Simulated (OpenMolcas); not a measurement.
**doublet C2H3BFN+ at 6 levels**

Aim: a comparison of 6 runs (UHF/STO-3G, UHF/def2-SVP, UB3LYP/6-31G*, UM06-2X/def2-SVP, UPBE0/def2-SVP, ROCCSD(T)/def2-SVP) of doublet C2H3BFN+. 

The calculation is run with OpenMolcas 26.06.

## Step 1: The structure to begin with

The species is C2H3BFN+ (8 atoms), meant as a doublet with charge +1. As SMILES of the parent species, `FB1C=NC1`. Geometry: relaxed at PBE0-D4/def2-TZVP. That shape belongs to the parent species and isn't relaxed for this state.

Bond lengths: F1–B2 1.312 Å, B2–C3 1.553 Å, C3–N4 1.291 Å, B2–C5 1.580 Å, N4–C5 1.510 Å, C3–H6 1.087 Å, C5–H7 1.093 Å, C5–H8 1.090 Å. Some angles: F1–B2–C3 135.6°, F1–B2–C5 135.3°, C3–B2–C5 86.1°, B2–C3–N4 90.7°, C3–N4–C5 99.2°, B2–C5–N4 82.2°, B2–C3–H6 145.8°, N4–C3–H6 122.6°, B2–C5–H7 120.5°, B2–C5–H8 118.9°.

## Step 2: The energy at UHF/STO-3G (run 1)

File calc.input:

```
>>> EXPORT MOLCAS_PRINT=2

&gateway
  baslib=$CurrDir
  basisset
  F.STO-3G....
  F1 0.213200 -1.007300 1.918400 angstrom
  End of Basis
  basisset
  B.STO-3G....
  B2 -0.024100 -0.304800 0.836200 angstrom
  End of Basis
  basisset
  C.STO-3G....
  C3 0.319000 1.128500 0.345800 angstrom
  C5 -0.301700 -0.640600 -0.682300 angstrom
  End of Basis
  basisset
  N.STO-3G....
  N4 0.303900 0.728600 -0.881200 angstrom
  End of Basis
  basisset
  H.STO-3G....
  H6 0.656500 2.120900 0.633900 angstrom
  H7 0.257100 -1.432700 -1.186200 angstrom
  H8 -1.331600 -0.649700 -1.040300 angstrom
  End of Basis

&seward

&scf
  uhf
  charge=1
  spin=2
  thresholds=1e-10 1e-07 1e-07 1e-05
  prorbitals=1 1
```

The basis set STO-3G is read from a file made from the Basis Set Exchange's data (not shown).

On the command line:

```console
$ export MOLCAS_MEM=1860
$ pymolcas calc.input > calc.log
```

What it wrote:

```text
--- Start Module: gateway ---
[...]
--- Stop Module: gateway /rc=_RC_ALL_IS_WELL_ ---
--- Start Module: seward ---
[...]
      Basis functions           28
--- Stop Module: seward /rc=_RC_ALL_IS_WELL_ ---
--- Start Module: scf ---
[...]
       Convergence after  31 Iterations
[...]
::    Total SCF energy                               -252.4693607121
[...]
      Total spin, S                                     0.6656741859
[...]
      Total electronic charge=   35.000000
      Total            charge=    1.000000
[...]
      Dipole Moment (debye):
      Origin of the operator (angstrom)=    0.1102   -0.0900    0.3895
                   X= -3.5377E-01               Y=  1.9538E+00               Z= -2.3814E+00           Total=  3.1006E+00
      Center of Charge (angstrom)
[...]
--- Stop Module: scf /rc=_RC_ALL_IS_WELL_ ---
[...]
```

Wall time 1.6 s (1 thread of Intel Xeon 6975P-C (Granite Rapids), shared host); peak memory 0.37 GiB.

## Step 3: The energy at UHF/def2-SVP (run 2)

File coord.xyz:

```xyz
8

F      0.213200    -1.007300     1.918400
B     -0.024100    -0.304800     0.836200
C      0.319000     1.128500     0.345800
N      0.303900     0.728600    -0.881200
C     -0.301700    -0.640600    -0.682300
H      0.656500     2.120900     0.633900
H      0.257100    -1.432700    -1.186200
H     -1.331600    -0.649700    -1.040300
```

File test.inp:

```
* C2H3BFN Hartree-Fock

&GATEWAY
 BasLib=$CurrDir
 Coord=coord.xyz
 Basis=def2-SVP
 Group=NoSym

&SEWARD

&SCF
 UHF
 Charge=1
 Spin=2
 Thresholds=1e-10 1e-07 1e-07 1e-05
 PrOrbitals=1
```

The basis set def2-SVP is read from a file made from the Basis Set Exchange's data (not shown).

On the command line:

```console
$ export MOLCAS_MEM=1860
$ pymolcas test.inp > test.log
```

What it wrote:

```text
--- Start Module: gateway ---
[...]
--- Stop Module: gateway /rc=_RC_ALL_IS_WELL_ ---
--- Start Module: seward ---
[...]
      Basis functions           85
--- Stop Module: seward /rc=_RC_ALL_IS_WELL_ ---
[...]
--- Start Module: scf ---
[...]
       Convergence after  27 Iterations
[...]
::    Total SCF energy                               -255.5322797504
[...]
      Total spin, S                                     0.6184584693
[...]
      Total electronic charge=   35.000000
      Total            charge=    1.000000
[...]
      Dipole Moment (debye):
      Origin of the operator (angstrom)=    0.1102   -0.0900    0.3895
                   X= -6.2885E-01               Y=  2.4769E+00               Z= -2.9386E+00           Total=  3.8944E+00
      Center of Charge (angstrom)
[...]
--- Stop Module: scf /rc=_RC_ALL_IS_WELL_ ---
[...]
```

It took 8.1 s on 1 thread of Intel Xeon 6975P-C (Granite Rapids), shared host; peak memory 0.47 GiB.

Runs 3 to 4 aren't shown in full; the table further down has their settings and results.

## Step 4: A single-point energy at UPBE0/def2-SVP (run 5)

File mol.inp:

```
>>> EXPORT MOLCAS_PRINT=2

&GATEWAY
 BASLIB = $CurrDir
 COORD
 8
 angstrom
 F        0.213200      -1.007300       1.918400
 B       -0.024100      -0.304800       0.836200
 C        0.319000       1.128500       0.345800
 N        0.303900       0.728600      -0.881200
 C       -0.301700      -0.640600      -0.682300
 H        0.656500       2.120900       0.633900
 H        0.257100      -1.432700      -1.186200
 H       -1.331600      -0.649700      -1.040300
 BASIS = def2-SVP
 GROUP = NoSym

&SEWARD
 GRIDINPUT
 Grid=UltraFine
 End of Grid

&SCF
 UHF
 CHARGE = 1
 SPIN = 2
 KSDFT = PBE0
 THRESHOLDS = 1e-10 1e-07 1e-07 1e-05
 PRORBITALS = 1 2
```

The basis set def2-SVP is read from a file made from the Basis Set Exchange's data (not shown).

On the command line:

```console
$ export MOLCAS_MEM=1860
$ pymolcas mol.inp > mol.log
```

What it wrote:

```text
--- Start Module: gateway ---
[...]
--- Stop Module: gateway /rc=_RC_ALL_IS_WELL_ ---
--- Start Module: seward ---
[...]
      Basis functions           85
--- Stop Module: seward /rc=_RC_ALL_IS_WELL_ ---
[...]
--- Start Module: scf ---
[...]
       Convergence after  25 Iterations
[...]
::    Total KS-DFT energy                            -256.6150562790
[...]
      Total spin, S                                     0.5062009944
[...]
      Total electronic charge=   35.000000
      Total            charge=    1.000000
[...]
      Dipole Moment (debye):
      Origin of the operator (angstrom)=    0.1102   -0.0900    0.3895
                   X= -6.0183E-01               Y=  2.1583E+00               Z= -2.3526E+00           Total=  3.2489E+00
      Center of Charge (angstrom)
[...]
--- Stop Module: scf /rc=_RC_ALL_IS_WELL_ ---
[...]
```

Run time: 45 s. Hardware: 1 thread of Intel Xeon 6975P-C (Granite Rapids), shared host; peak memory 0.47 GiB.

## Step 5: The energy at ROCCSD(T)/def2-SVP (run 6)

File test.input:

```
* C2H3BFN CCSD(T)

&GATEWAY
  BASLIB = $CurrDir
  COORD
  8
  angstrom
  F        0.213200      -1.007300       1.918400
  B       -0.024100      -0.304800       0.836200
  C        0.319000       1.128500       0.345800
  N        0.303900       0.728600      -0.881200
  C       -0.301700      -0.640600      -0.682300
  H        0.656500       2.120900       0.633900
  H        0.257100      -1.432700      -1.186200
  H       -1.331600      -0.649700      -1.040300
  BASIS = def2-SVP
  GROUP = NoSym

&SEWARD

&SCF
  UHF
  CHARGE = 1
  SPIN = 2
  THRESHOLDS = 1e-10 1e-07 1e-07 1e-05
  PRORBITALS = 1

&RASSCF
  FILEORB = $Project.UnaOrb
  SPIN = 2
  NACTEL = 1 0 0
  INACTIVE = 17
  RAS2 = 1
  OUTORBITALS = Canonical
  ORBLISTING = Nothing

&MOTRA
  JOBIPH
  FROZEN = 5

&CCSDT
  CCT
  TRIPLES = 3
  ITERATIONS = 80
  ACCURACY = 1e-08
  EXTRAPOLATION = 5 4
```

The basis set def2-SVP is read from a file made from the Basis Set Exchange's data (not shown).

On the command line:

```console
$ export MOLCAS_MEM=1860
$ pymolcas test.input > test.log
```

What it wrote:

```text
--- Start Module: gateway ---
[...]
--- Stop Module: gateway /rc=_RC_ALL_IS_WELL_ ---
[...]
      Basis functions           85
[...]
       Convergence after  27 Iterations
[...]
::    Total SCF energy                               -255.5322797504
[...]
      Total spin, S                                     0.6184584693
[...]
      Number of active orbitals                  1
[...]
      Spin quantum number                      0.5
[...]
      Active orbitals                            1
[...]
      Number of CSFs                             1
[...]
      Number of root(s) required                 1
[...]
      Convergence after 14 iterations
[...]
      printout of CI-coefficients larger than  0.05 for root  1
      energy=    -255.521617
      conf/sym  1     Coeff  Weight
             1  u   1.00000 1.00000
      Natural orbitals and occupation numbers for root  1
      sym 1:   1.000000
      ************************************************************************************************************************
      *                                                    Final results                                                     *
[...]
::    RASSCF root number  1 Total energy:   -255.52161701
[...]
      Total electronic charge=   35.000000
      Total            charge=    1.000000
[...]
      Dipole Moment (debye):
      Origin of the operator (angstrom)=    0.1102   -0.0900    0.3895
                   X= -6.8046E-01               Y=  2.6045E+00               Z= -2.5368E+00           Total=  3.6989E+00
      Center of Charge (angstrom)
[...]
--- Start Module: motra ---
[...]
      *** WARNING: Default frozen orbitals is overwritten by user input.
      *** Default values:   5
[...]
--- Stop Module: motra /rc=_RC_ALL_IS_WELL_ ---
--- Start Module: ccsdt ---
[...]
      Convergence after                    28  Iterations
      Total energy (diff) :    -256.20950305       0.00000000
[...]
 METHOD                       : CCSD+T(CCSD)+<T3(1)WT1>+<T3(1)UT2> = CCSD(T)
[...]
       CCSD     =      -256.2095030538880
[...]
--- Stop Module: ccsdt /rc=_RC_ALL_IS_WELL_ ---
[...]
```

Wall time 69 s (1 thread of Intel Xeon 6975P-C (Granite Rapids), shared host); peak memory 0.47 GiB.

## Step 6: Overview of the runs

| run | level | Cartesian functions | integration grid | energy (Eh) | HOMO energy (eV) | LUMO energy (eV) | ⟨S²⟩ | wall time |
| --- | --- | --- | --- | --- | --- | --- | --- | --- |
| 1 | UHF/STO-3G | no | – | -252.469361 | -18.14 | -4.34 | 1.109 | 1.6 s |
| 2 | UHF/def2-SVP | no | – | -255.532280 | -19.37 | -6.51 | 1.001 | 8.1 s |
| 3 | UB3LYP/6-31G* (Cartesian functions) | yes | UltraFine | -257.098344 | -15.52 | -12.37 | 0.759 | 43 s |
| 4 | UM06-2X/def2-SVP | no | UltraFine | -256.791376 | -17.24 | -11.00 | 0.763 | 64 s |
| 5 | UPBE0/def2-SVP | no | UltraFine | -256.615056 | -15.90 | -12.12 | 0.762 | 45 s |
| 6 | ROCCSD(T)/def2-SVP | no | – | -256.232937 | – | – | – | 69 s |

## Step 7: What came out

| quantity | value |
| --- | --- |
| run 6: total energy | -256.23294 Eh |
| run 6: (T) correction | -23.43 mEh |

**Reading.** Totals of different functionals can't be ranked against each other. In run 1 the basis is minimal, so the values are rough. Spin contamination of the reference: run 1 ⟨S²⟩ = 1.11, run 2 ⟨S²⟩ = 1.00. All runs together took 3.8 min, the longest 69 s.
